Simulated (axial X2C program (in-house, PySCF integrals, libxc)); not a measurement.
**In₂⁻: from the state search to constants, part 1 of 2**

What are the state, bond length, wavenumber and bond energy of In₂⁻, and what does spin–orbit coupling change?

Computed with an in-house X2C program for linear molecules on PySCF integrals. Level: all-electron X2C, In dyall-acv3z.

All values are calculated.

## (1) The job

File task.json:

```json
{"zs": [49, 49], "q": -1, "bas": ["dyall-acv3z", "dyall-acv3z"], "levels": ["PBE0", "HF", "M06"], "cc": true, "r0": 2.84, "thr": -1.0, "nmax": 90, "npts": 10, "nst": 2, "ntry": 6}
```

Keys: zs atomic numbers; q charge; bas basis sets; levels methods (HF also brings MP2); cc coupled cluster on or off; r0 starting distance in Å; thr threshold in hartree for freezing inner shells (an s shell follows its p shell); nmax most natural virtual spinors; npts points asked for on the curve; nst determinants followed; ntry starts of the search.

Command:

```
$ python so2c.py task.json out
```

Spin-free means the one-electron spin-free X2C Hamiltonian; two-component (2c) means X2C with spin–orbit coupling and atomic mean-field two-electron Coulomb and Gaunt terms. Basis: In dyall-acv3z contracted to [12s13p10d5f1g]; Gaussian nuclei, density fitting. Masses: In 114.904 u.

Notation: σ, π±, δ± give the projection m of an orbital's angular momentum (0, ±1, ±2), α and β its spin, Λ and M_S the sums; ω is the projection of a spinor's total angular momentum and Ω the sum. Logs are in hartree.

The results follow Hamiltonian by Hamiltonian and level by level.

## (2) State search with PBE0

Determinants are compared with PBE0 at 2.840 Å.

Spin-free determinants:

| ΔE (eV) | state | open shells |
| --- | --- | --- |
| 0.00 | M_S = 3/2, Λ = 0 | beyond closed shells: σα, π+α, π-α |
| 0.26 | M_S = 1/2, Λ = 0 | beyond closed shells: σβ, π+α, π-α |
| 0.52 | M_S = 1/2, Λ = 2 | beyond closed shells: σα, π+α, π+β |
| 0.52 | M_S = 1/2, Λ = 0 | beyond closed shells: σα, π+β, π-α |
| 0.74 | M_S = 1/2, Λ = 1 | beyond closed shells: π+α |
| 0.79 | M_S = 1/2, Λ = 1 | beyond closed shells: π+α, π+β, π-α |
| 1.41 | M_S = 3/2, Λ = 2 | beyond closed shells: σα, 2 × π+α |

Two-component determinants:

| ΔE (eV) | state | open shells |
| --- | --- | --- |
| 0.00 | Ω = 3/2 | excess of +ω over −ω: ω = 3/2 |
| 0.25 | Ω = 1/2 | excess of +ω over −ω: 2 × ω = -1/2, ω = 3/2 |
| 0.37 | Ω = 1/2 | excess of +ω over −ω: ω = 1/2 |
| 0.52 | Ω = 5/2 | excess of +ω over −ω: 2 × ω = 1/2, ω = 3/2 |
| 0.67 | Ω = 1/2 | excess of +ω over −ω: ω = 1/2 |
| 1.53 | Ω = 5/2 | excess of +ω over −ω: ω = -1/2, 2 × ω = 3/2 |
| 1.55 | Ω = 7/2 | excess of +ω over −ω: ω = 1/2, 2 × ω = 3/2 |

## (3) PBE0, spin-free

State followed: M_S = 3/2, Λ = 0 (beyond closed shells: σα, π+α, π-α). The scan is laid around 2.865 Å, a first estimate of the minimum, and this SCF restarts from the orbitals of the search.

Output at 2.865 Å:

```text
spin-free X2C-1e  PBE0
basis functions 290  fitting functions 1496  grid points 5808
iter        total energy     max residual
   1     -11760.136102534     4.45e+00
   2     -11761.412417408     1.16e-02
   3     -11761.409539414     1.92e-02
   4     -11761.419724527     1.43e-03
   5     -11761.419862656     5.12e-04
   6     -11761.419865516     2.41e-04
   7     -11761.419867276     1.78e-05
   8     -11761.419867299     4.17e-06
   9     -11761.419867301     1.48e-06
converged
one-electron -17092.47000133  Coulomb 5209.70372385  exact exchange -79.34031078  xc functional -242.78779332  nuclear repulsion 443.47451428
```

Along the bond, energies from the lowest point:

| R (Å) | E (eV) | HOMO (eV) | LUMO (eV) | iterations |
| --- | --- | --- | --- | --- |
| 2.493 | 0.4091 | 0.09 | 1.86 | 12 |
| 2.607 | 0.1650 | 0.02 | 1.86 | 11 |
| 2.693 | 0.0634 | -0.02 | 1.85 | 11 |
| 2.779 | 0.0126 | -0.05 | 1.84 | 11 |
| 2.865 | 0.0000 | 0.00 | 1.84 | 9 |
| 2.965 | 0.0208 | 0.04 | 1.82 | 11 |
| 3.066 | 0.0688 | 0.08 | 1.81 | 10 |
| 3.195 | 0.1573 | 0.12 | 1.80 | 11 |
| 3.352 | 0.2895 | 0.15 | 1.78 | 10 |
| 3.581 | 0.5015 | 0.19 | 1.75 | 11 |

Outer orbitals at the reference distance:

```csv
symmetry,occupied,ε (eV),atomic character
σβ,yes,-16.32,100% In d
π+α,yes,-16.26,100% In d
π-α,yes,-16.26,100% In d
δ-α,yes,-16.20,100% In d
δ+α,yes,-16.20,100% In d
δ-α,yes,-16.17,100% In d
δ+α,yes,-16.17,100% In d
π+β,yes,-16.15,100% In d
π-β,yes,-16.15,100% In d
δ-β,yes,-16.12,100% In d
δ+β,yes,-16.12,100% In d
δ+β,yes,-16.10,100% In d
δ-β,yes,-16.10,100% In d
π+α,yes,-16.04,100% In d
π-α,yes,-16.04,100% In d
π+β,yes,-15.96,100% In d
π-β,yes,-15.96,100% In d
σα,yes,-15.92,100% In d
σβ,yes,-15.84,100% In d
σα,yes,-6.43,"78% In s, 14% In p, 7% In d"
σβ,yes,-5.13,"80% In s, 12% In p, 7% In d"
σα,yes,-3.82,"62% In s, 27% In p, 8% In d"
σβ,yes,-2.76,"64% In s, 25% In p, 9% In d"
σα,yes,-0.10,"82% In p, 12% In s, 5% In d"
π+α,yes,0.00,"91% In p, 6% In d"
π-α,yes,0.00,"91% In p, 6% In d"
σα,no,1.84,"93% In p, 7% In s"
π+β,no,2.06,96% In p
π-β,no,2.06,96% In p
σβ,no,2.08,"68% In p, 26% In s, 6% In d"
```

PBE0 fields in the half plane through the axis: z from -2.4 to 5.1 Å across, distance from the axis 0.15 to 2.25 Å upwards; In lies at z = 0 and In at z = 2.865 Å; the ELF is damped to zero where the density is low.

log10 density (e/bohr³). Ten even steps from '0' (-3.57 ) to '9' (1.81 ):
```
00001111111111111111111000
00111122222222222222111100
01112222222222222222221110
01122233333322233333322211
11223334443333334444332211
11223445554433345555433221
12233456765433456776543221
12233467976444457897543321
```

ELF. Ten even steps from ' ' (0.08 ) to '@' (0.84 ):
```
  ..::--==++++++==++++++++++++++++====++++====--..  
..--++**********++++++++++++++++++++++********++==::
--++####%%##**++++++++++++++++++++++++**####%%##**==
++##%%%%%%**++------==++++++++==------==++##%%%%%%**
##%%@@@@##==::::::::::--++++==::::::::::--**%%@@@@%%
%%@@@@%%++--::==++==::::====--..::====--::==##@@@@@@
@@@@@@%%==::==%%%%%%==..--==::::##@@@@##--::**@@@@@@
@@@@@@##--::##--%%--##::::--..==@@++%%%%==::++%%@@@@
```

Re = 2.856 Å, ωe = 136.8 cm⁻¹, ωexe = 0.34 cm⁻¹, Be = 0.03598 cm⁻¹, De = 2.09 eV.

## (4) HF, spin-free

Output at 2.865 Å:

```text
spin-free X2C-1e  HF
basis functions 290  fitting functions 1496  grid points 5808
iter        total energy     max residual
   1     -11756.653006334     2.19e-01
   2     -11756.691341465     5.14e-03
   3     -11756.692703858     2.10e-03
   4     -11756.692913615     1.05e-03
   5     -11756.692966434     5.02e-04
   6     -11756.692987548     1.48e-04
   7     -11756.692990282     6.08e-05
   8     -11756.692990569     2.34e-05
   9     -11756.692990610     6.95e-06
  10     -11756.692990613     2.20e-06
  11     -11756.692990613     8.70e-07
converged
one-electron -17090.62108979  Coulomb 5207.96224552  exact exchange -317.50866063  xc functional 0.00000000  nuclear repulsion 443.47451428
```

Re = 2.914 Å, ωe = 134.2 cm⁻¹, ωexe = 0.275 cm⁻¹, Be = 0.03456 cm⁻¹, De = 1.29 eV.

## (5) M06, spin-free

The SCF at the reference distance of 2.865 Å:

```text
spin-free X2C-1e  M06
basis functions 290  fitting functions 1496  grid points 5808
iter        total energy     max residual
   1     -11762.295823401     1.03e-01
   2     -11762.306360168     3.92e-03
   3     -11762.306444901     3.10e-03
   4     -11762.306691350     1.59e-03
   5     -11762.306781101     2.79e-04
   6     -11762.306787502     6.51e-05
   7     -11762.306788063     3.30e-05
   8     -11762.306788120     1.95e-05
   9     -11762.306788154     3.35e-06
  10     -11762.306788154     3.19e-06
converged
one-electron -17091.77208308  Coulomb 5209.02717389  exact exchange -85.69495762  xc functional -237.34143562  nuclear repulsion 443.47451428
```

Re = 2.903 Å, ωe = 131.9 cm⁻¹, ωexe = 0.322 cm⁻¹, Be = 0.03481 cm⁻¹, De = 1.97 eV.

## (6) MP2 and beyond, spin-free

Correlated methods: 7 electrons correlated (frozen shells, counted by type: In 4 s, 3 p, 2 d), 385 virtual spinors in MP2, 90 natural virtuals in coupled cluster.

Output of the correlated part at 2.865 Å:

```text
correlated 7  virtual 385  natural virtual 90  E(MP2) -0.098289256  MP2 remainder -0.003734322
iter   CCSD correlation   residual
   1     -0.108551952   1.30e-01
   2     -0.113799925   4.93e-02
   3     -0.114270443   1.39e-02
   4     -0.114426615   5.75e-03
   5     -0.114428311   1.98e-03
   6     -0.114428902   5.81e-04
   7     -0.114432651   1.66e-04
   8     -0.114432234   6.12e-05
   9     -0.114432237   2.29e-05
  10     -0.114432258   6.58e-06
  11     -0.114432308   2.11e-06
  12     -0.114432325   7.34e-07
(T) -0.007389228  T1 0.0316  D1 0.0439  max T2 0.088
```

T1 in the output is the amplitude norm over the root of the electron number; divide by √2 for the Lee–Taylor value.

MP2: Re = 2.885 Å, ωe = 141.0 cm⁻¹, Be = 0.03526 cm⁻¹, De = 2.00 eV.

CCSD: Re = 2.908 Å, ωe = 135.3 cm⁻¹, ωexe = 0.321 cm⁻¹, Be = 0.03469 cm⁻¹, De = 1.90 eV. T1 at Re = 0.023 (Lee–Taylor, the printed value over √2).

CCSD(T): Re = 2.913 Å, ωe = 134.0 cm⁻¹, ωexe = 0.34 cm⁻¹, Be = 0.03458 cm⁻¹, De = 2.02 eV. T1 at Re = 0.023 (Lee–Taylor, the printed value over √2).

## (7) A higher determinant, spin-free

State: M_S = 1/2, Λ = 0 (beyond closed shells: σβ, π+α, π-α).

Output at the reference distance:

```text
spin-free X2C-1e  PBE0
basis functions 290  fitting functions 1496  grid points 5808
iter        total energy     max residual
   1     -11760.127887161     4.47e+00
   2     -11761.402794723     1.13e-02
   3     -11761.400093267     1.86e-02
   4     -11761.410178033     1.42e-03
   5     -11761.410321834     4.24e-04
   6     -11761.410323824     2.26e-04
   7     -11761.410325261     2.32e-05
   8     -11761.410325287     3.94e-06
   9     -11761.410325289     1.21e-06
converged
one-electron -17092.06767762  Coulomb 5209.29731899  exact exchange -79.33663819  xc functional -242.77784275  nuclear repulsion 443.47451428
```

| R (Å) | E above the lowest PBE0 point (eV) |
| --- | --- |
| 2.493 | 0.659 |
| 2.607 | 0.418 |
| 2.693 | 0.319 |
| 2.779 | 0.270 |
| 2.865 | 0.260 |
| 2.965 | 0.283 |
| 3.066 | 0.333 |
| 3.195 | 0.423 |
| 3.352 | 0.557 |

Re = 2.850 Å, ωe = 138.0 cm⁻¹, ωexe = 0.355 cm⁻¹, Be = 0.03613 cm⁻¹. ⟨S²⟩ = 1.77 against 0.75 for a pure state, so this determinant mixes spins. Te = 0.26 eV.

## (8) The spin-free curves together

Energy (eV) of the followed determinant, spin-free, from each level's lowest point:

| R (Å) | PBE0 | HF | MP2 | CCSD | CCSD(T) | M06 |
| --- | --- | --- | --- | --- | --- | --- |
| 2.493 | 0.409 | 0.546 | 0.512 | n/a | n/a | 0.505 |
| 2.607 | 0.165 | 0.248 | 0.222 | 0.245 | 0.250 | 0.225 |
| 2.693 | 0.063 | 0.114 | 0.095 | 0.111 | 0.114 | 0.101 |
| 2.779 | 0.013 | 0.035 | 0.026 | 0.033 | 0.035 | 0.030 |
| 2.865 | 0.000 | 0.000 | 0.000 | 0.000 | 0.000 | 0.000 |
| 2.965 | 0.021 | 0.000 | 0.012 | 0.002 | 0.000 | 0.004 |
| 3.066 | 0.069 | 0.033 | 0.056 | 0.037 | 0.033 | 0.038 |
| 3.195 | 0.157 | 0.108 | 0.145 | 0.113 | 0.106 | 0.112 |
| 3.352 | 0.290 | 0.234 | 0.284 | n/a | n/a | 0.231 |
| 3.581 | 0.501 | 0.450 | 0.511 | n/a | n/a | 0.428 |

(Continued in part 2 of 2.)
